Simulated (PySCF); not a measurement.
# One shape, several levels: GaGeH5 (SMILES [GaH2][GeH3])

Wanted: a comparison of 6 runs (HF/STO-3G, HF/3-21G, B3LYP/6-31G*, B2PLYP/def2-SVPD, wB97M-V/def2-SVPD, SCS-MP2/def2-SVPD) of GaGeH5. The job is set up through a Python script.

The calculation is run with PySCF 2.14.0.

1 further run of the same task is left out (set aside as unsound or not needed).

**1. The system as given**

The species is GaGeH5 (7 atoms), meant as a singlet with charge 0. SMILES: `[GaH2][GeH3]`. The shape is that of a PBE0-D4/def2-TZVP optimisation.

Bond lengths: Ga1–Ge2 2.444 Å, Ga1–H3 1.572 Å, Ga1–H4 1.572 Å, Ge2–H5 1.540 Å, Ge2–H6 1.543 Å, Ge2–H7 1.540 Å. Angles: Ga1–Ge2–H5 113.0°, Ga1–Ge2–H6 109.4°, Ga1–Ge2–H7 112.6°, Ge2–Ga1–H3 120.3°, Ge2–Ga1–H4 120.7°, H5–Ge2–H6 106.9°, H5–Ge2–H7 107.8°, H6–Ge2–H7 106.8°, H3–Ga1–H4 119.0°.

**2. The energy at HF/STO-3G (run 1)**

input.py reads:

```python
# [GaH2][GeH3]
from pyscf import gto, scf

system = gto.Mole()
system.atom = '''
Ga    -0.692585    -2.569272     0.210515
Ge     0.524966     1.866860    -0.202957
H      1.001366    -4.448982     1.766894
H     -3.199306    -3.574795    -1.025743
H     -0.581091     3.131843    -2.578720
H     -0.465062     3.363335     2.095895
H      3.411901     2.231011    -0.265695
'''
system.max_memory = 1860
system.unit = 'bohr'
system.basis = 'sto-3g'
system.spin = 0
system.verbose = 3
system.build()

hf = scf.RHF(system)
hf.conv_tol = 1e-10
hf.kernel()
if not hf.converged:
    hf = hf.newton().run(hf.mo_coeff, hf.mo_occ)

e_tot = hf.e_tot
print('Final energy', e_tot)
```

Command:

```
$ OMP_NUM_THREADS=1 python input.py
```

Standard output:

```text
converged SCF energy = -3955.53483352534
Final energy -3955.5348335253398
```

Run time: 1.2 s. Hardware: 1 thread of Intel Xeon at 2.70GHz, shared host; peak memory 0.1 GiB.

**3. A single-point energy at HF/3-21G (run 2)**

calc.py reads:

```python
from pyscf import gto

mol = gto.Mole()
mol.atom = '''
Ga  -0.366500  -1.359600   0.111400
Ge   0.277800   0.987900  -0.107400
H    0.529900  -2.354300   0.935000
H   -1.693000  -1.891700  -0.542800
H   -0.307500   1.657300  -1.364600
H   -0.246100   1.779800   1.109100
H    1.805500   1.180600  -0.140600
'''
mol.spin = 0
mol.verbose = 4
mol.max_memory = 1860
mol.basis = '3-21g'
mol.build()

calc0 = mol.RHF()
calc0.conv_tol = 1e-10
calc0.kernel()
if not calc0.converged:
    calc0 = calc0.newton().run(calc0.mo_coeff, calc0.mo_occ)

e_tot = calc0.e_tot
print('E = %.10f Eh' % e_tot)
```

Command:

```
$ OMP_NUM_THREADS=1 python calc.py
```

Standard output:

```text
PySCF version 2.14.0

[INPUT] num. atoms = 7
[INPUT] num. electrons = 68
[INPUT] charge = 0
[INPUT] spin (= nelec alpha-beta = 2S) = 0
[INPUT] symmetry False subgroup None
[INPUT] Mole.unit = angstrom
[INPUT] Symbol           X                Y                Z      unit          X                Y                Z       unit  Magmom
[INPUT]  1 Ga    -0.366500000000  -1.359600000000   0.111400000000 AA   -0.692584624653  -2.569271638959   0.210515490277 Bohr   0.0
[INPUT]  2 Ge     0.277800000000   0.987900000000  -0.107400000000 AA    0.524965917404   1.866860438458  -0.202956585778 Bohr   0.0
[INPUT]  3 H      0.529900000000  -2.354300000000   0.935000000000 AA    1.001365873407  -4.448982215064   1.766893926468 Bohr   0.0
[INPUT]  4 H     -1.693000000000  -1.891700000000  -0.542800000000 AA   -3.199306328889  -3.574794909840  -1.025743340414 Bohr   0.0
[INPUT]  5 H     -0.307500000000   1.657300000000  -1.364600000000 AA   -0.581090783304   3.131843106242  -2.578720269581 Bohr   0.0
[INPUT]  6 H     -0.246100000000   1.779800000000   1.109100000000 AA   -0.465061599255   3.363334556501   2.095895244755 Bohr   0.0
[INPUT]  7 H      1.805500000000   1.180600000000  -0.140600000000 AA    3.411900517902   2.231010662662  -0.265695493114 Bohr   0.0

nuclear repulsion = 294.590144886737
number of shells = 30
number of NR pGTOs = 123
number of NR cGTOs = 54
basis = 3-21g
ecp = {}

******** <class 'pyscf.scf.hf.RHF'> ********
method = RHF
initial guess = minao
damping factor = 0
level_shift factor = 0
DIIS = <class 'pyscf.scf.diis.CDIIS'>
diis_start_cycle = 1
diis_space = 8
diis_damp = 0
SCF conv_tol = 1e-10
SCF conv_tol_grad = None
SCF max_cycles = 50
direct_scf = True
direct_scf_tol = 1e-13
Set gradient conv threshold to 1e-05
Initial guess from minao.
init E= -3978.09856532069
  HOMO = -0.311862129422069  LUMO = -0.0689280079911752  gap/eV = 6.61057
cycle= 1 E= -3982.00272596634  delta_E= -3.9  |g|= 0.173  |ddm|= 1.94
  HOMO = -0.353740796769318  LUMO = 0.0216578439984796  gap/eV = 10.21512
cycle= 2 E= -3982.01929537054  delta_E= -0.0166  |g|= 0.0416  |ddm|= 0.35
  HOMO = -0.364986676625474  LUMO = 0.0199057328520953  gap/eV = 10.47346
cycle= 3 E= -3982.02067547118  delta_E= -0.00138  |g|= 0.00692  |ddm|= 0.122
  HOMO = -0.363043205987673  LUMO = 0.0212902852965697  gap/eV = 10.45825
cycle= 4 E= -3982.02071769385  delta_E= -4.22e-05  |g|= 0.000919  |ddm|= 0.0232
  HOMO = -0.363441488123417  LUMO = 0.0212228260699687  gap/eV = 10.46725
cycle= 5 E= -3982.02071844726  delta_E= -7.53e-07  |g|= 0.000207  |ddm|= 0.0037
  HOMO = -0.363442457415333  LUMO = 0.0212219658276671  gap/eV = 10.46725
cycle= 6 E= -3982.02071849989  delta_E= -5.26e-08  |g|= 3.12e-05  |ddm|= 0.00113
  HOMO = -0.363438547351227  LUMO = 0.0212296885019294  gap/eV = 10.46736
cycle= 7 E= -3982.02071850104  delta_E= -1.14e-09  |g|= 6.56e-06  |ddm|= 0.00015
  HOMO = -0.3634393567394  LUMO = 0.0212291269795291  gap/eV = 10.46736
cycle= 8 E= -3982.02071850107  delta_E= -3.64e-11  |g|= 7.94e-07  |ddm|= 2.79e-05
  HOMO = -0.363439202891739  LUMO = 0.0212292910018741  gap/eV = 10.46736
Extra cycle  E= -3982.02071850107  delta_E= -9.09e-13  |g|= 3.3e-07  |ddm|= 2.04e-06
converged SCF energy = -3982.02071850107
E = -3982.0207185011 Eh
```

Run time: 1.3 s. Hardware: 1 thread of Intel Xeon at 2.70GHz, shared host; peak memory 0.12 GiB.

Runs 3 to 5 aren't shown in full; the table further down has their settings and results.

**4. A single-point energy at SCS-MP2/def2-SVPD (run 6)**

start.xyz reads:

```xyz
7
GaGeH5
Ga    -0.366500    -1.359600     0.111400
Ge     0.277800     0.987900    -0.107400
H      0.529900    -2.354300     0.935000
H     -1.693000    -1.891700    -0.542800
H     -0.307500     1.657300    -1.364600
H     -0.246100     1.779800     1.109100
H      1.805500     1.180600    -0.140600
```

input.py reads:

```python
from pyscf import gto, mp

system = gto.M(
    atom='start.xyz',
    max_memory=1860,
    verbose=3,
    basis='def2-svpd',
)

mf = system.RHF()
mf.conv_tol = 1e-10
mf.kernel()
if not mf.converged:
    mf = mf.newton().run(mf.mo_coeff, mf.mo_occ)

pt = mp.MP2(mf, frozen=18).run()
e_tot = mf.e_tot + 1.2 * pt.e_corr_os + pt.e_corr_ss / 3
print('Final energy', e_tot)
```

Command:

```
$ OMP_NUM_THREADS=1 python input.py
```

Standard output:

```text
converged SCF energy = -4000.99537908873
E(RMP2) = -4001.46282562186  E_corr = -0.46744653313864
E(SCS-RMP2) = -4001.4422959629  E_corr = -0.446916874170688
Final energy -4001.4422959628964
```

It took 8.7 s on 1 thread of Intel Xeon at 2.70GHz, shared host; peak memory 0.37 GiB.

**5. All runs side by side**

| run | level | integration grid | frozen core orbitals | energy (Eh) | dipole moment (D) of the reference | HOMO energy (eV) | LUMO energy (eV) | wall time |
| --- | --- | --- | --- | --- | --- | --- | --- | --- |
| 1 | HF/STO-3G | – | – | -3955.534834 | 0.27 | -6.75 | 4.30 | 1.2 s |
| 2 | HF/3-21G | – | – | -3982.020719 | 0.62 | -9.89 | 0.58 | 1.3 s |
| 3 | B3LYP/6-31G* (spherical functions) | 5 | – | -4004.371761 | 0.24 | -7.33 | -2.30 | 20 s |
| 4 | B2PLYP/def2-SVPD | 5 | 18 | -4003.574603 | 0.31 | -8.46 | -1.08 | 25 s |
| 5 | wB97M-V/def2-SVPD | 5 | – | -4004.089621 | 0.32 | -9.60 | -0.37 | 1.7 min |
| 6 | SCS-MP2/def2-SVPD | – | 18 | -4001.442296 | 0.34 | -10.01 | 0.69 | 8.7 s |

**6. What came out**

| quantity | value |
| --- | --- |
| run 6: total energy | -4001.44230 Eh |
| run 6: dipole moment (Hartree–Fock density) | 0.34 D |
| run 6: HOMO energy (Hartree–Fock orbitals) | -10.01 eV |
| run 6: LUMO energy (Hartree–Fock orbitals) | 0.69 eV |
| run 6: HOMO–LUMO gap (Hartree–Fock orbitals) | 10.71 eV |
| run 6: correlation energy (18 core orbitals frozen) | -446.9 mEh |

**Reading.** Over runs 1, 2, 3, 4, 5 the dipole moment (its size) runs from 0.24 D (B3LYP/6-31G*) to 0.62 D (HF/3-21G). The two ends differ in method and basis. Over runs 1, 2, 3, 4, 5 the HOMO–LUMO gap runs from 5.03 eV (B3LYP/6-31G*) to 11.05 eV (HF/STO-3G). Totals of different functionals can't be ranked against each other. In run 1 the basis is minimal, so the values are rough. All runs together took 2.6 min, the longest 1.7 min.
